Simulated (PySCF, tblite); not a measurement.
# C6H11FO2Si: geometry, infrared bands and NMR shifts

What infrared bands and NMR shifts should C6H11FO2Si (`C=CC[C@@H](CF)C(=O)O[SiH3]`) show?

The runs use tblite 0.8.0 and PySCF 2.14.0, with density-fitted response routines of our own; the level of theory stands in each step. All values are computed, except where a source is named. Atoms are numbered from 0 throughout.

**1. The starting structure**

21 atoms, charge 0, multiplicity 1; geometry from: force field or distance geometry start.

Bonds of the start (Å): C0–C1 1.33, C1–C2 1.51, C2–C3 1.51, C3–C4 1.53, C4–F5 1.35, C3–C6 1.51, C6–O7 1.22, C6–O8 1.36, O8–Si9 1.64, C0–H10 1.10, C0–H11 1.08, C1–H12 1.10, C2–H13 1.10, C2–H14 1.10, C3–H15 1.11, C4–H16 1.09, C4–H17 1.10, Si9–H18 1.48, Si9–H19 1.49, Si9–H20 1.49.

**2. Relaxing the molecule with GFN2-xTB**

Job settings and geometry (Å):

```
{"job": {"kind": "relax", "xc": "GFN2-xTB", "basis": "xTB"}, "charge": 0, "multiplicity": 1}
C     -3.499100     0.660200    -0.585100
C     -2.348800     1.028700    -0.039200
C     -0.989600     0.744400    -0.639200
C     -0.119600    -0.137500     0.229400
C     -0.631600    -1.573000     0.346000
F      0.131100    -2.246800     1.238800
C      1.265900    -0.200100    -0.371600
O      1.491700    -0.539500    -1.519200
O      2.200700     0.182100     0.538100
Si     3.812900     0.210100     0.212800
H     -4.454000     0.898300    -0.101900
H     -3.557400     0.129800    -1.529300
H     -2.362700     1.568400     0.924500
H     -0.494600     1.711500    -0.805500
H     -1.118400     0.308600    -1.636200
H     -0.047100     0.284000     1.258200
H     -1.659800    -1.609300     0.705000
H     -0.575100    -2.114300    -0.613400
H      4.302200    -1.143700    -0.131900
H      4.545500     0.670900     1.427100
H      4.098900     1.184000    -0.876700
```

Launch:

```
> OMP_NUM_THREADS=1 python probes_run.py task.json out
```

This one command runs all jobs of the session in turn.

**Question.** This job is followed by: GFN2-xTB harmonic vibrations, gas phase; GIAO PBE0/pcSseg-1 NMR shielding, non-relativistic, gas phase. What will the session give for the following? strongest single infrared mode (GFN2-xTB); zero-point energy (GFN2-xTB); 13C shifts against TMS (PBE0/pcSseg-1); 1H shifts against TMS (PBE0/pcSseg-1, means over atoms taken as alike); 19F shifts against CFCl3 (PBE0/pcSseg-1); 17O shifts against H2O (PBE0/pcSseg-1); 29Si shifts against TMS (PBE0/pcSseg-1).

As calculated:

| quantity | value |
| --- | --- |
| strongest single infrared mode (GFN2-xTB) | 1756 cm⁻¹, 320 km/mol |
| zero-point energy (GFN2-xTB) | 97.2 kcal/mol |
| 13C shifts against TMS (PBE0/pcSseg-1) | 184.2, 144.9, 126.0, 89.7, 50.6, 38.6 ppm |
| 1H shifts against TMS (PBE0/pcSseg-1, means over atoms taken as alike) | 6.08, 5.51, 5.48, 5.05, 4.96, 4.84, 2.89, 2.55, 2.16 ppm |
| 19F shifts against CFCl3 (PBE0/pcSseg-1) | -248.8 ppm |
| 17O shifts against H2O (PBE0/pcSseg-1) | 431.3, 196.4 ppm |
| 29Si shifts against TMS (PBE0/pcSseg-1) | -38.7 ppm |

What this shows: Over 103 steps the energy fell by 0.237 eV; of the close pairs, C6–O8 changed most, 1.359 to 1.318 Å. All 57 modes are real, so the xTB geometry is a minimum. The strongest single mode, at 1756 cm⁻¹, moves mainly C6 and O7. Unscaled tight-binding wavenumbers are off by several per cent, some by more. Its intensities can rank the bands wrongly. The most deshielded hydrogen is H12 (hydrogen on an alkene CH), at 6.08 ppm: olefinic region. At PBE0/pcSseg-1: Shielding is most anisotropic at O7 (span 638 ppm, paramagnetic term -499 ppm).
